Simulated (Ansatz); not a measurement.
Consider a convergence test of the k-point mesh of MnSe, space group Fm-3m (the Ansatz DFT code, driven from Python).

`kconv_mnse.py`:
```python
"""Convergence of MnSe with the k-point mesh."""

import csv

import ansatz as az


def main() -> None:
    cell = (
        az.Lattice.of((0.0, 2.72, 2.72), (2.72, 0.0, 2.72), (2.72, 2.72, 0.0))
        .atom("Mn", (0.0, 0.0, 0.0))
        .atom("Se", (0.5, 0.5, 0.5))
        .moments(Mn=4)
    )

    calculation = cell.calculation()
    calculation = calculation.functional("r2scan").basis(600)
    calculation = calculation.occupations(az.OccupationsMethod.FERMI_DIRAC, width=150 * az.meV).spin("collinear")
    calculation = calculation.hubbard("Mn", "d", u_eff=5.0).forces()
    calculation = calculation.stress()

    rows = []
    for value in [1.0, 0.6, 0.4, 0.3]:
        r = calculation.kpoints(spacing=value).run().report
        rows.append((value, r["free_energy_ev"] / len(r["lattice"]["sites"]), r["n_iterations"], sum(r["stress_gpa"][i][i] for i in range(3)) / 3, max(abs(f) for row in r["forces_ev_ang"] for f in row), r["magnetization_mub"], r["n_kpoints"]))

    with open("kconv.csv", "w", newline="") as handle:
        writer = csv.writer(handle)
        writer.writerow(["spacing (1/A)", "F/atom (eV)", "iterations", "P (GPa)", "max component (eV/A)", "moment (muB)", "k-points"])
        writer.writerows([round(v, 5) if isinstance(v, float) else v for v in row] for row in rows)

    # differences from the last row
    for row in rows[:-1]:
        shift = 1000 * (row[1] - rows[-1][1])
        print(f"{row[0]}: {shift:+.2f} meV/atom" + ("  (within 2 meV)" if abs(shift) < 2 else ""))


if __name__ == "__main__":
    main()
```

From which mesh on is the energy per atom within 2 meV of the last row, and how does it get there?

From a spacing of 0.4 (6×6×6) on it stays within 2 meV an atom of the value at a spacing of 0.3 (7×7×7); the first row (a spacing of 1.0 (3×3×3)) is off by 129.3 meV and the last but one by 1.54 meV. That rests on few rows after larger swings, so the series isn't shown to be converged. This holds for F at a smearing of 0.15 eV; a narrower one needs a denser mesh. The pressure moves from 6.56 to 5.28 GPa. The last run costs about 2.0 times the first.

The run itself:

```console
$ python kconv_mnse.py
1.0: +129.30 meV/atom
0.6: +30.14 meV/atom
0.4: +1.54 meV/atom  (within 2 meV)
```

It writes `kconv.csv`:
```csv
spacing (1/A),F/atom (eV),iterations,P (GPa),max component (eV/A),moment (muB),k-points
1.0,-4691.45817,13,6.56304,0.0,4.99998,4
0.6,-4691.55733,13,5.65141,0.0,5.00001,8
0.4,-4691.58593,12,5.30513,0.0,5.0,16
0.3,-4691.58747,12,5.27557,0.0,5.0,20
```

Reading the output:
- The magnetic order follows from the starting moments and needn't be the lowest.
- Forces vanish by symmetry here and test nothing.
- With one magnetic atom the cell can hold only ferromagnetic order.
- Of the deposited cell: the entry's cell lengths or inner coordinates differ somewhat from later room-temperature determinations.
- Pressure is positive in compression.
- At these settings the cell as given stands under about 5 GPa, so it isn't at this functional's equilibrium volume.
- The starting cell is as deposited in a crystallographic database; the results hold for this polymorph, which needn't be the stable one.
- Shifts are counted from the finest mesh, which is itself no proven limit.
- Finished in 41 s on 1 thread of Arm Neoverse V1, on a shared host, peak memory 0.6 GiB.
